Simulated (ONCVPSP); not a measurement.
# Pseudopotential generation for silicon: ONCV, PBE

Aim: build the potential from the settings below, then test how well it stands in for the atom: other configurations, scattering, ghost states and the plane-wave cutoff that it needs.

The numbers are computed with ONCVPSP 4.0.1 (PBE, scalar-relativistic, spin-unpolarised reference atom).

## (1) The design

The settings as typed:

```json
{
 "element": "silicon (Si, Z = 14)",
 "type": "optimised norm-conserving Vanderbilt (ONCV)",
 "frozen core": "[Ne]",
 "valence charge": "4",
 "reference configuration": "3s2 3p2",
 "partial waves": "3s: rc 1.40 bohr, ncon 4, nbas 7, qcut 4.7 1/bohr, 2 projectors, debl 3.8 Ha; 3p: rc 2.05 bohr, ncon 4, nbas 7, qcut 4.4 1/bohr, 2 projectors, debl 2.1 Ha; d scattering state at 0.39 Ha: rc 2.20 bohr, ncon 5, nbas 10, qcut 3.9 1/bohr, 2 projectors, debl 1 Ha",
 "local potential": "polynomial inside 1.35 bohr (lpopt 4, dvloc0 0 Ha)",
 "core correction": "Teter function, fcfact 2.75, rcfact 1.15"
}
```

An earlier all-electron run gives the scale for the radii.

All-electron outer shells of the reference configuration (PBE, scalar-relativistic, ld1.x):

```
shell  level (eV)  outermost node (bohr)  outermost maximum (bohr)
   2s     -139.50                   0.15                      0.45
   2p      -95.56                      –                      0.39
   3s      -10.81                   0.72                      1.80
   3p       -4.08                   0.72                      2.17
```

## (2) The generation run

Si.dat

```
# ATOM AND REFERENCE CONFIGURATION
# atsym  z   nc   nv     iexc    psfile
  Si 14.00    3    2        4      upf
#
#   n    l    f
    1    0    2.00
    2    0    2.00
    2    1    6.00
    3    0    2.00
    3    1    2.00
#
# PSEUDOPOTENTIAL AND OPTIMIZATION
# lmax
    2
#
#   l,   rc,      ep,       ncon, nbas, qcut
    0    1.40    0.00    4    7    4.70
    1    2.05    0.00    4    7    4.40
    2    2.20    0.39    5   10    3.90
#
# LOCAL POTENTIAL
# lloc, lpopt,  rc(5),   dvloc0
    4    4    1.35    0.00
#
# VANDERBILT-KLEINMAN-BYLANDER PROJECTORs
# l, nproj, debl
    0    2    3.80
    1    2    2.10
    2    2    1.00
#
# MODEL CORE CHARGE
# icmod, fcfact, rcfact
    3    2.75    1.15
#
# LOG DERIVATIVE ANALYSIS
# epsh1, epsh2, depsh
   -2.00    5.00    0.02
#
# OUTPUT GRID
# rlmax, drl
    6.00    0.01
#
# TEST CONFIGURATIONS
# ncnf
    4
# nvcnf
#   n    l    f
    2
    3    0    2.00
    3    1    1.00
#
    2
    3    0    2.00
    3    1    0.00
#
    2
    3    0    1.00
    3    1    0.00
#
    2
    3    0    1.00
    3    1    2.00
#
```

On the command line:

```console
$ oncvpsp.x < Si.dat > Si.out
```

**Question.** What will these runs give? Wanted: cutoffs for 1 and 0.1 mHa per electron, occupied waves; bound ghosts; GHOST(+) flags; largest test error; largest phase difference near zero energy, channels read; rms error of d²Exc/dn², without and with the model core.

As calculated:

| quantity | value |
| --- | --- |
| cutoffs for 1 and 0.1 mHa per electron, occupied waves | 12 Ha and 57 Ha |
| bound ghosts | s at -100.42 eV |
| GHOST(+) flags | none at low energy |
| largest test error (AE − PS) | +44 meV, for 3s1 3p0 |
| largest phase difference near zero energy, channels read | 0.001 rad |
| rms error of d²Exc/dn², without and with the model core | 1.67 and 0.87 mHa |

What this shows: A bound ghost (s) makes it unfit for use: electrons can fall into a state that the atom doesn't have. By total energies transferability is fair: the largest error is 44 meV on 57.7 eV, for 3s1 3p0. That test lies far up in energy; among those under 40 eV, nearer to bonding, the largest error is 6.0 meV. The potential is soft on the atom at that tolerance: the looser tolerance needs 12 Ha. The tighter tolerance needs 57 Ha, and converged work needs a cutoff nearer that. At the looser tolerance the 3s wave is the slowest; 3p needs 3 Ha. Near zero energy the phases of the channels with partial waves agree within 0.001 rad. These are tests on the free atom; a crystal test is still owed.
